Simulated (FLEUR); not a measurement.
# BiTe (P1) in FLEUR: convergence with Kmax

Aim: find how far Kmax must go before the results for BiTe settle, at PBEsol. This setting moves, with any that are tied to it; all else stays.

Everything below comes from runs of FLEUR MaX-R8.1 (later development tree). Logs are shortened: lines on timing, memory, paths and dates and some standing lists are left out, and cuts for length are marked.

**1. The cell of the first run**

The typed cell holds 2 atoms: a = 4.575 Å, b = 4.575 Å, c = 4.575 Å, α = 60.00°, β = 60.00°, γ = 60.00°.

The cell isn't the ideal one: atoms moved at random.

**2. With Kmax 2.6**

Input file inp.xml:

```xml
<?xml version="1.0" encoding="UTF-8" standalone="no"?>
<fleurInput fleurInputVersion="0.39">
   <comment>
      BiTe                                                                                                
   </comment>
   <calculationSetup>
      <cutoffs Kmax="2.6" Gmax="16.5" GmaxXC="16.5" numbands="0"/>
      <scfLoop itmax="60" minDistance="0.00001" maxIterBroyd="15" imix="Anderson" alpha="0.05" precondParam="0.0" spinf="2.0" sdNocoIR="T"/>
      <coreElectrons ctail="T" frcor="F" kcrel="0" coretail_lmax="0"/>
      <xcFunctional name="PBEs" relativisticCorrections="F"/>
      <magnetism jspins="1"/>
      <soc l_soc="F" theta="0.0" phi="0.0" spav="F"/>
      <expertModes spex="0" secvar="F"/>
      <geometryOptimization l_f="T" forcealpha="1.0" forcemix="BFGS" epsdisp="0.0005" epsforce="0.0002"/>
      <ldaU l_linMix="F" mixParam="0.05" spinf="1.0"/>
   </calculationSetup>
   <cell>
      <bzIntegration valenceElectrons="43.0" mode="hist" fermiSmearingEnergy="0.00183747">
         <kPointListSelection listName="default-1"/>
         <!-- k-points included here -->
         <xi:include xmlns:xi="http://www.w3.org/2001/XInclude" href="kpts.xml"> </xi:include>
      </bzIntegration>
      <!-- symmetry operations included here -->
      <xi:include xmlns:xi="http://www.w3.org/2001/XInclude" href="sym.xml"> </xi:include>
      <bulkLattice scale="1.0">
         <bravaisMatrix>
            <row-1>    0.0000000000000000     6.1132640130809994     6.1132640130809994</row-1>
            <row-2>    6.1132640130809994     0.0000000000000000     6.1132640130809994</row-2>
            <row-3>    6.1132640130809994     6.1132640130809994     0.0000000000000000</row-3>
         </bravaisMatrix>
      </bulkLattice>
   </cell>
   <atomSpecies>
      <species name="Bismuth (Bi)" element="Bi" atomicNumber="83">
         <mtSphere radius="2.66" gridPoints="879" logIncrement="0.015"/>
         <atomicCutoffs lmax="10" lnonsphr="10"/>
         <electronConfig flipSpins="F">
            <coreConfig>(1s1/2) (2s1/2) (2p1/2) (2p3/2) (3s1/2) (3p1/2) (3p3/2) (4s1/2) (3d3/2) (3d5/2) (4p1/2) (4p3/2) (5s1/2) (4d3/2) (4d5/2) (4f5/2) (4f7/2)</coreConfig>
            <valenceConfig>(5p1/2) (5p3/2) (6s1/2) (5d3/2) (5d5/2) (6p1/2) (6p3/2)</valenceConfig>
            <stateOccupation state="(6p1/2)" spinUp="0.500000" spinDown="0.500000"/>
            <stateOccupation state="(6p3/2)" spinUp="1.000000" spinDown="1.000000"/>
         </electronConfig>
         <energyParameters s="6" p="6" d="5" f="5"/>
         <lo type="SCLO" l="1" n="5" eDeriv="0"/>
         <lo type="SCLO" l="1" n="5" eDeriv="1"/>
         <lo type="SCLO" l="0" n="6" eDeriv="2"/>
         <lo type="SCLO" l="2" n="5" eDeriv="2"/>
         <lo type="SCLO" l="3" n="5" eDeriv="2"/>
      </species>
      <species name="Tellurium (Te)" element="Te" atomicNumber="52">
         <mtSphere radius="2.66" gridPoints="879" logIncrement="0.015"/>
         <atomicCutoffs lmax="10" lnonsphr="10"/>
         <electronConfig flipSpins="F">
            <coreConfig>(1s1/2) (2s1/2) (2p1/2) (2p3/2) (3s1/2) (3p1/2) (3p3/2) (4s1/2) (3d3/2) (3d5/2)</coreConfig>
            <valenceConfig>(4p1/2) (4p3/2) (5s1/2) (4d3/2) (4d5/2) (5p1/2) (5p3/2)</valenceConfig>
            <stateOccupation state="(5p1/2)" spinUp="0.666667" spinDown="0.666667"/>
            <stateOccupation state="(5p3/2)" spinUp="1.333333" spinDown="1.333333"/>
         </electronConfig>
         <energyParameters s="5" p="5" d="5" f="4"/>
         <lo type="SCLO" l="1" n="4" eDeriv="0"/>
         <lo type="SCLO" l="1" n="4" eDeriv="1"/>
         <lo type="SCLO" l="2" n="4" eDeriv="0"/>
         <lo type="SCLO" l="2" n="4" eDeriv="1"/>
         <lo type="SCLO" l="0" n="5" eDeriv="2"/>
         <lo type="SCLO" l="3" n="4" eDeriv="2"/>
      </species>
   </atomSpecies>
   <atomGroups>
      <atomGroup species="Bismuth (Bi)">
         <relPos label="                   1">-.0170560000 -.0088040000 .0238150000</relPos>
         <force calculate="T" relaxXYZ="TTT"/>
      </atomGroup>
      <atomGroup species="Tellurium (Te)">
         <relPos label="                   2">.4961140000 .4922550000 -.4978130000</relPos>
         <force calculate="T" relaxXYZ="TTT"/>
      </atomGroup>
   </atomGroups>
   <output dos="F" band="F" slice="F">
      <checks vchk="F" cdinf="F"/>
      <bandDOS minEnergy="-.5*Htr" maxEnergy="0.5*Htr" sigma="0.015" storeEVData="T"/>
      <vacuumDOS vacdos="F" integ="F" star="F" nstars="0" locx1="0.0" locy1="0.0" locx2="0.0" locy2="0.0" nstm="0" tworkf="0.0"/>
      <unfoldingBand unfoldBand="F" supercellX="1" supercellY="1" supercellZ="1"/>
      <plotting iplot="0" polar="F">
         <plot TwoD="T" vec1="  1.0  0.0  0.0" vec2="  0.0  1.0  0.0" vec3="  0.0  0.0  1.0" zero="  0.0  0.0  0.0" file="plot"/>
      </plotting>
      <chargeDensitySlicing numkpt="0" minEigenval="0.0" maxEigenval="0.0" nnne="0" pallst="F"/>
      <specialOutput eonly="F"/>
      <moessbauerParams electricFieldGradient="T" isomerShift="T" coreHyperfine="T" valenceHyperfine="T"/>
      <magneticCircularDichroism mcd="F" energyLo="-10.0" energyUp="0.0"/>
   </output>
  <!-- We include the file relax.xml here to enable relaxations (see documentation) -->
  <xi:include xmlns:xi="http://www.w3.org/2001/XInclude" href="relax.xml"> <xi:fallback/> </xi:include>
</fleurInput>
```

Input file crystal.txt:

```
BiTe
&input cartesian=F /
0.0000000000  3.2350000000  3.2350000000
3.2350000000  0.0000000000  3.2350000000
3.2350000000  3.2350000000  0.0000000000
1.8897261246
1.0 1.0 1.0

2
83 -0.0170560000  -0.0088040000  0.0238150000
52 0.4961140000  0.4922550000  0.5021870000

&kpt div1=3 div2=3 div3=3 gamma=T /
```

Potentials or basis: all-electron, FLAPW.

Launch:

```bash
inpgen -f crystal.txt -profile fastHighL
# inp.xml edited to the form shown
fleur_MPI
```

It took 1.7 min on 1 thread of Arm Neoverse V1, shared host; peak memory 0.27 GiB.

Results:

* Free energy: -771968.5234 eV
* Largest force: 0.030 eV/Å
* Band gap on the k mesh: none (metal or under the smearing width)
* Valence electrons inside the program's atomic spheres: Bi 18.71; Te 20.04 (radii Bi 2.66, Te 2.66 bohr)

**3. With Kmax 3**

inp.xml, as its differences from that of step 2:

```diff
@@ -6,3 +6,3 @@
    <calculationSetup>
-      <cutoffs Kmax="2.6" Gmax="16.5" GmaxXC="16.5" numbands="0"/>
+      <cutoffs Kmax="3.0" Gmax="16.5" GmaxXC="16.5" numbands="0"/>
       <scfLoop itmax="60" minDistance="0.00001" maxIterBroyd="15" imix="Anderson" alpha="0.05" precondParam="0.0" spinf="2.0" sdNocoIR="T"/>
```

crystal.txt is that of step 2.

Potentials or basis: all-electron, FLAPW.

Launch:

```bash
inpgen -f crystal.txt -profile fastHighL
# inp.xml edited to the form shown
fleur_MPI
```

It took 1.8 min on 1 thread of Arm Neoverse V1, shared host; peak memory 0.27 GiB.

What came out:

```
Free energy                                           : -771969.2796 eV
Largest force                                         : 0.038 eV/Å
Band gap on the k mesh                                : none (metal or under the smearing width)
Valence electrons inside the program's atomic spheres : Bi 18.73; Te 20.04 (radii Bi 2.66, Te 2.66 bohr)
```

**4. With Kmax 3.4**

inp.xml, as its differences from that of step 3:

```diff
@@ -6,3 +6,3 @@
    <calculationSetup>
-      <cutoffs Kmax="3.0" Gmax="16.5" GmaxXC="16.5" numbands="0"/>
+      <cutoffs Kmax="3.4" Gmax="16.5" GmaxXC="16.5" numbands="0"/>
       <scfLoop itmax="60" minDistance="0.00001" maxIterBroyd="15" imix="Anderson" alpha="0.05" precondParam="0.0" spinf="2.0" sdNocoIR="T"/>
```

crystal.txt is that of step 3.

Launch:

```bash
inpgen -f crystal.txt -profile fastHighL
# inp.xml edited to the form shown
fleur_MPI
```

Run time: 2 min. Hardware: 1 thread of Arm Neoverse V1, shared host; peak memory 0.27 GiB.

What came out:

```yaml
Free_energy: -771969.4793 eV
Largest_force: 0.036 eV/Å
Band_gap_on_the_k_mesh: none (metal or under the smearing width)
Valence_electrons_inside_the_program's_atomic_spheres: Bi 18.73; Te 20.05 (radii Bi 2.66, Te 2.66 bohr)
```

**5. With Kmax 3.8**

inp.xml, as its differences from that of step 4:

```diff
@@ -6,3 +6,3 @@
    <calculationSetup>
-      <cutoffs Kmax="3.4" Gmax="16.5" GmaxXC="16.5" numbands="0"/>
+      <cutoffs Kmax="3.8" Gmax="16.5" GmaxXC="16.5" numbands="0"/>
       <scfLoop itmax="60" minDistance="0.00001" maxIterBroyd="15" imix="Anderson" alpha="0.05" precondParam="0.0" spinf="2.0" sdNocoIR="T"/>
```

crystal.txt is that of step 4.

Launch:

```bash
inpgen -f crystal.txt -profile fastHighL
# inp.xml edited to the form shown
fleur_MPI
```

Wall time 2.3 min (1 thread of Arm Neoverse V1, shared host); peak memory 0.27 GiB.

Results:

```
Free energy                                           : -771969.5273 eV
Largest force                                         : 0.036 eV/Å
Band gap on the k mesh                                : none (metal or under the smearing width)
Valence electrons inside the program's atomic spheres : Bi 18.74; Te 20.05 (radii Bi 2.66, Te 2.66 bohr)
```

**6. With Kmax 4.2**

inp.xml, as its differences from that of step 5:

```diff
@@ -6,3 +6,3 @@
    <calculationSetup>
-      <cutoffs Kmax="3.8" Gmax="16.5" GmaxXC="16.5" numbands="0"/>
+      <cutoffs Kmax="4.2" Gmax="16.5" GmaxXC="16.5" numbands="0"/>
       <scfLoop itmax="60" minDistance="0.00001" maxIterBroyd="15" imix="Anderson" alpha="0.05" precondParam="0.0" spinf="2.0" sdNocoIR="T"/>
```

crystal.txt is that of step 5.

Potentials or basis: all-electron, FLAPW.

Launch:

```bash
inpgen -f crystal.txt -profile fastHighL
# inp.xml edited to the form shown
fleur_MPI
```

It took 3 min on 1 thread of Arm Neoverse V1, shared host; peak memory 0.27 GiB.

What came out:

```yaml
Free_energy: -771969.5352 eV
Largest_force: 0.036 eV/Å
Band_gap_on_the_k_mesh: none (metal or under the smearing width)
Valence_electrons_inside_the_program's_atomic_spheres: Bi 18.74; Te 20.05 (radii Bi 2.66, Te 2.66 bohr)
```

**7. With Kmax 4.6**

inp.xml, as its differences from that of step 6:

```diff
@@ -6,3 +6,3 @@
    <calculationSetup>
-      <cutoffs Kmax="4.2" Gmax="16.5" GmaxXC="16.5" numbands="0"/>
+      <cutoffs Kmax="4.6" Gmax="16.5" GmaxXC="16.5" numbands="0"/>
       <scfLoop itmax="60" minDistance="0.00001" maxIterBroyd="15" imix="Anderson" alpha="0.05" precondParam="0.0" spinf="2.0" sdNocoIR="T"/>
```

crystal.txt is that of step 6.

Launch:

```bash
inpgen -f crystal.txt -profile fastHighL
# inp.xml edited to the form shown
fleur_MPI
```

Run time: 4.1 min. Hardware: 1 thread of Arm Neoverse V1, shared host; peak memory 0.27 GiB.

What came out:

- Free energy: -771969.5369 eV
- Largest force: 0.036 eV/Å
- Band gap on the k mesh: none (metal or under the smearing width)
- Valence electrons inside the program's atomic spheres: Bi 18.74; Te 20.05 (radii Bi 2.66, Te 2.66 bohr)

**8. With Kmax 5**

inp.xml, as its differences from that of step 7:

```diff
@@ -6,3 +6,3 @@
    <calculationSetup>
-      <cutoffs Kmax="4.6" Gmax="16.5" GmaxXC="16.5" numbands="0"/>
+      <cutoffs Kmax="5.0" Gmax="16.5" GmaxXC="16.5" numbands="0"/>
       <scfLoop itmax="60" minDistance="0.00001" maxIterBroyd="15" imix="Anderson" alpha="0.05" precondParam="0.0" spinf="2.0" sdNocoIR="T"/>
```

crystal.txt is that of step 7.

Launch:

```bash
inpgen -f crystal.txt -profile fastHighL
# inp.xml edited to the form shown
fleur_MPI
```

Run time: 6.4 min. Hardware: 1 thread of Arm Neoverse V1, shared host; peak memory 0.28 GiB.

What came out:

- Free energy: -771969.5372 eV
- Largest force: 0.036 eV/Å
- Band gap on the k mesh: none (metal or under the smearing width)
- Valence electrons inside the program's atomic spheres: Bi 18.74; Te 20.05 (radii Bi 2.66, Te 2.66 bohr)

[end of part 1 of 2]
